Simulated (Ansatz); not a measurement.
# H7NOSi2Sn: one species, many methods

The task here is to estimate one member of a computed series from the others.

Method: functionals in def2-TZVPP, the program's frozen cores in correlated methods; program: Ansatz 0.2.0, Gaussian basis.

Levels to be run: LDA (SPW92), PBE-D4, revPBE-D4, BLYP-D4, r2SCAN-D4, B97M-V, PBE0-D4, B3LYP-D4, r2SCANh-D4, r2SCAN0-D4, HSE06-D4, BHLYP-D4, CAM-B3LYP-D4, LC-ωPBE, ωB97X-V, ωB97M-V, B2PLYP, PBE-QIDH; CCSD(T)/def2-SVP; CCSD(T)/def2-TZVPP; MP2/def2-QZVPP; extrapolation to the limit; RPA on PBE.

## The geometry

The geometry comes from an earlier relaxation with PBE0-D4 in a triple-zeta def2 set; it is a stationary point, not always the lowest conformer. Sn takes the def2 core potential; no spin-orbit term is included.

SMILES `[OH][Sn][N]([SiH3])[SiH3]`, 12 atoms, charge 0, spin multiplicity 1.

Atoms are counted from 1 here; the program's logs count them from 0.

Bond lengths: O1–Sn2 1.974 Å, O1–H6 0.962 Å, Sn2–N3 2.084 Å, N3–Si4 1.729 Å, N3–Si5 1.727 Å, Si4–H7 1.489 Å, Si4–H8 1.488 Å, Si4–H9 1.492 Å, Si5–H10 1.492 Å, Si5–H11 1.488 Å, Si5–H12 1.489 Å. Angles: Sn2–O1–H6 118.8°, O1–Sn2–N3 98.1°, Sn2–N3–Si4 116.9°, Sn2–N3–Si5 123.9°, Si4–N3–Si5 119.1°, N3–Si4–H7 112.2°, N3–Si4–H8 112.3°, N3–Si4–H9 107.5°, H7–Si4–H8 107.7°, H7–Si4–H9 108.5°, H8–Si4–H9 108.5°, N3–Si5–H10 110.8°, N3–Si5–H11 112.4°, N3–Si5–H12 110.1°, H10–Si5–H11 107.2°, H10–Si5–H12 107.9°, H11–Si5–H12 108.3°.

The first run:

in.yaml reads:

```yaml
crystal:
  periodic: [false, false, false]
  atoms:
    - {symbol: O, position_ang: [1.283061, 2.463201, -1.228745]}
    - {symbol: Sn, position_ang: [0.419345, 2.211511, 0.527829]}
    - {symbol: N, position_ang: [-0.071038, 0.195857, 0.325872]}
    - {symbol: Si, position_ang: [-0.845510, -0.560299, 1.674365]}
    - {symbol: Si, position_ang: [0.200400, -0.722756, -1.111683]}
    - {symbol: H, position_ang: [1.445005, 1.691657, -1.780434]}
    - {symbol: H, position_ang: [-2.175433, -1.126803, 1.315569]}
    - {symbol: H, position_ang: [-0.025635, -1.659894, 2.252041]}
    - {symbol: H, position_ang: [-1.043636, 0.483187, 2.722397]}
    - {symbol: H, position_ang: [1.487158, -0.328992, -1.757084]}
    - {symbol: H, position_ang: [-0.875457, -0.528625, -2.121858]}
    - {symbol: H, position_ang: [0.278839, -2.173246, -0.784071]}
basis:
  gaussian: {orbitals: def2-TZVPP}
hamiltonian: {xc: lda}
output: {orbitals: {seedname: orbitals}}
```

The run is started by

```
ansatz run in.yaml --threads 4 --pin off --events-out ev --progress --plain --max-ram 11315MiB
```

Steps of the session up to this table: LDA; PBE-D4 (GGA); revPBE-D4 (GGA); BLYP-D4 (GGA); r2SCAN-D4 (meta-GGA); B97M-V (meta-GGA); PBE0-D4 (hybrid); B3LYP-D4 (hybrid); r2SCANh-D4 (hybrid); r2SCAN0-D4 (hybrid); HSE06-D4 (hybrid); BHLYP-D4 (hybrid); CAM-B3LYP-D4 (range-separated); LC-ωPBE (range-separated); ωB97X-V (range-separated); ωB97M-V (range-separated); B2PLYP (double hybrid); PBE-QIDH (double hybrid).

One table of the session follows, with a row left open; its other results are not shown here.

It belongs to the step «Orbital energies across the functionals». 

```
  functional  HOMO (eV)  LUMO (eV)  gap (eV)
 LDA (SPW92)      -6.54      -3.08      3.46
      PBE-D4      -6.41      -2.85      3.56
   revPBE-D4      -6.36      -2.76      3.60
     BLYP-D4      -6.28      -2.78      3.50
   r2SCAN-D4      -6.71      -2.79      3.92
      B97M-V      -6.78      -2.87      3.91
     PBE0-D4      -7.64      -2.18      5.46
    B3LYP-D4      -7.43      -2.41      5.02
  r2SCANh-D4      -7.17      -2.53      4.64
  r2SCAN0-D4      -7.85      -2.15      5.69
    HSE06-D4      -7.24      -2.54      4.70
    BHLYP-D4          ?          ?         ?
CAM-B3LYP-D4      -8.93      -1.28      7.66
     LC-ωPBE     -10.15      -0.21      9.94
     ωB97X-V      -9.87      -0.32      9.55
     ωB97M-V      -9.82      -0.49      9.32
```

**Question.** Estimate the row for BHLYP-D4.

Worked estimate for «HOMO (eV)». Against the share of exact exchange, BLYP-D4 (0, -6.28), B3LYP-D4 (0.2, -7.43) give a slope of -5.75 per unit share; at 0.5 the line stands at -9.15.

The run gave: HOMO (eV): -8.64; LUMO (eV): -1.48; gap (eV): 7.15. In «HOMO (eV)» the line misses by -0.51.
